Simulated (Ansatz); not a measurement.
# GaH₂+ (triplet): wave-function methods side by side, aug-cc-pVTZ

Aim: climb from Hartree-Fock through coupled cluster and multireference methods for GaH₂+ (triplet) at one geometry and basis, and see what each rung misses.

Computed with Ansatz 0.2.0, Gaussian basis. Level: aug-cc-pVTZ, core rule «outside noble gas», up to 14 orbitals frozen.

The runs, in order: UHF; CCSD(T) on ROHF; CCSD(T) on UHF; BCCD(T) on ROHF; CCSDT(Q) on ROHF; CCSDT(Q) on UHF; CASSCF and MRCISD+Q, 4 electrons in 6 orbitals; CASSCF and NEVPT2, 4 electrons in 6 orbitals; Full CI.

24 further runs of the same task are left out: 4 for a known fault of the program, 9 that didn't finish, 11 set aside as unsound or not needed.

## Step 1: What is computed

The geometry is a PBE0/def2-TZVP stationary point (not a proven minimum). No spin-orbit coupling is included. The filled d shell of Ga may be among the frozen orbitals whatever the setting's name suggests; the logs give the count.

3 atoms, charge 1, spin multiplicity 3.

Atoms are counted from 1 here; the program's logs count them from 0.

Bond lengths: Ga1–H2 1.768 Å, Ga1–H3 1.768 Å. Angles: H2–Ga1–H3 71.9°.

Coordinates:

```xyz
3
charge 1, multiplicity 3
Ga    0.0000    0.0000   -0.0402
H     0.0000    1.0383    1.3910
H     0.0000   -1.0383    1.3910
```

## Step 2: UHF

Input file in.yaml:

```yaml
crystal:
  periodic: [false, false, false]
  atoms:
    - {symbol: Ga, position_ang: [0.000000, 0.000000, -0.040218]}
    - {symbol: H, position_ang: [0.000000, 1.038252, 1.391008]}
    - {symbol: H, position_ang: [0.000000, -1.038252, 1.391008]}
basis:
  gaussian: {orbitals: aug-cc-pVTZ}
total_charge: 1
magnetization: {spin_polarized: true, initial_magnetization: 2}
hamiltonian: {xc: hf}
output: {orbitals: {seedname: orbitals}}
```

Run with:

```
$ ansatz run in.yaml --threads 1 --pin off --events-out ev --progress --plain --max-ram 2393MiB
```

The runs that follow: CCSD(T) on ROHF; CCSD(T) on UHF; BCCD(T) on ROHF; CCSDT(Q) on ROHF; CCSDT(Q) on UHF; CASSCF and MRCISD+Q, 4 electrons in 6 orbitals; CASSCF and NEVPT2, 4 electrons in 6 orbitals; Full CI.

**Question.** What will the summary of the whole plan be? Wanted: FCI below the RHF energy; RMP2 from FCI; UMP2 from FCI; RCCSD from FCI; RCCSD(T) from FCI; UCCSD(T) from FCI; RCCSDT(Q) from FCI; UCCSDT(Q) from FCI; NEVPT2 valence from FCI.

As calculated:

```
                         quantity                                                                                                       value
         FCI below the RHF energy                                                                                                  -1.9184 eV
                    RMP2 from FCI                                                                                             +10.12 kcal/mol
                    UMP2 from FCI                                                                                             +10.82 kcal/mol
                   RCCSD from FCI                                                                                              +1.11 kcal/mol
                RCCSD(T) from FCI                                                                                              +0.26 kcal/mol
                UCCSD(T) from FCI                                                                                              -0.07 kcal/mol
               RCCSDT(Q) from FCI                                                                                               0.00 kcal/mol
               UCCSDT(Q) from FCI                                                                                              -0.33 kcal/mol
          NEVPT2 valence from FCI                                                                                              +4.58 kcal/mol
        MRCISD+Q valence from FCI                                                                                              +0.11 kcal/mol
levels within 1 kcal/mol (43 meV)  UCCSD, RCCSD(T), UCCSD(T), BCCD(T), RCCSDT, UCCSDT, RCCSDT(Q), UCCSDT(Q), MRCISD valence, MRCISD+Q valence
                    T1 diagnostic                                                                                                       0.037
   effectively unpaired electrons                                                                                                        2.03
```

RCCSD(T) lands +0.26 kcal/mol from the yardstick (0.6 % of the correlation energy). UCCSD(T), UCCSDT, UCCSDT(Q) fall below full CI: unrestricted runs freeze a spin-polarised core, another one than full CI's, and coupled cluster isn't variational. One determinant dominates. Of the multireference levels listed MRCISD+Q valence comes nearest in total energy (+0.11 kcal/mol), which doesn't show that its space is the better one. These misses are within one basis, not against nature; the frozen cores of restricted and unrestricted runs differ, which can shift their rows.
